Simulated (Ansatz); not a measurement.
NbH, space group I4/mmm: an equation of state with a fit, run with Ansatz 0.2.0 through its Python package.

`nbh_eos.py`:
```python
'''Bulk modulus of NbH from an E(V) curve.'''

import warnings

import ansatz
import numpy as np
from pymatgen.analysis.eos import EOS

VECTORS = np.array([
    [-1.606964, 1.606964, 1.984301],
    [1.606964, -1.606964, 1.984301],
    [1.606964, 1.606964, -1.984301],
])
SITES = [
    ('Nb', (0.0, 0.0, 0.0)),
    ('H', (0.5, 0.5, 0.0)),
]


def build(cell):
    crystal = ansatz.Crystal(lattice=ansatz.Lattice.of(cell))
    for symbol, position in SITES:
        crystal = crystal.atom(symbol, position)
    return crystal

warnings.simplefilter('ignore', ansatz.DeckWarning)

# uniform scaling of the cell
volumes, energies, pressures = [], [], []
for scale in np.linspace(0.9, 1.1, 9):
    cell = VECTORS * scale ** (1 / 3)
    calc = (
        build(cell).calculation()
        .functional('PBEsol')
        .basis(450)
        .occupations(ansatz.OccupationsMethod.COLD)
        .kpoints(10, 10, 10)
        .stress()
    )
    summary = calc.run().report
    volumes.append(abs(np.linalg.det(cell)) / len(SITES))
    energies.append(summary['free_energy_ev'] / len(SITES))
    pressures.append(np.trace(summary['stress_gpa']) / 3)
    print(f'V = {volumes[-1]:8.4f} A^3/atom  F = {energies[-1]:.5f} eV/atom  P = {pressures[-1]:8.3f} GPa')

for form in ['birch_murnaghan', 'murnaghan']:
    fit = EOS(eos_name=form).fit(volumes, energies)
    print(f'{form:18s} V0 {fit.v0:8.4f} A^3/atom  B0 {fit.b0_GPa:7.1f} GPa  B1 {fit.b1:5.2f}')
```

Where does the minimum lie against the volume typed, and how stiff is the crystal?

A third-order Birch-Murnaghan fit through the 9 points has its minimum at 9.83 Å³ an atom, 4.1 % below the typed cell, with a bulk modulus of 206 GPa and dB/dP = 4.1. From that minimum the energy rises by 27.0 meV an atom on the compressed side and 107.7 meV on the expanded side.

The run itself:

`python nbh_eos.py` gives:
```text
V =   9.2234 A^3/atom  F = -2255.72180 eV/atom  P =   14.986 GPa
V =   9.4796 A^3/atom  F = -2255.74013 eV/atom  P =    8.094 GPa
V =   9.7358 A^3/atom  F = -2255.74815 eV/atom  P =    2.064 GPa
V =   9.9920 A^3/atom  F = -2255.74714 eV/atom  P =   -3.221 GPa
V =  10.2483 A^3/atom  F = -2255.73820 eV/atom  P =   -7.857 GPa
V =  10.5045 A^3/atom  F = -2255.72231 eV/atom  P =  -11.924 GPa
V =  10.7607 A^3/atom  F = -2255.70033 eV/atom  P =  -15.487 GPa
V =  11.0169 A^3/atom  F = -2255.67302 eV/atom  P =  -18.603 GPa
V =  11.2731 A^3/atom  F = -2255.64105 eV/atom  P =  -21.324 GPa
birch_murnaghan    V0   9.8318 A^3/atom  B0   206.1 GPa  B1  4.08
murnaghan          V0   9.8308 A^3/atom  B0   205.9 GPa  B1  4.23
```

What to keep in mind:
- Absolute energies stand on the zero of these potentials, so only differences at equal settings mean something.
- Shape and fractional positions are held along the curve, so the bulk modulus is an upper value where they are free to relax, by a factor of two or more in layered or hydrogen-bonded cells.
- For a metal this k-point mesh is coarse: on a finer one energies can move by several to tens of meV an atom and pressures by half a GPa or more, differences at one mesh by less.
- Pressure is positive in compression.
- At these settings the cell as given stands under about -8 GPa, so it isn't at this functional's equilibrium volume.
- This cell is a computed structure, which may not be the phase found in nature.

(Lines on the test bed's own set-up are left out of the output.)
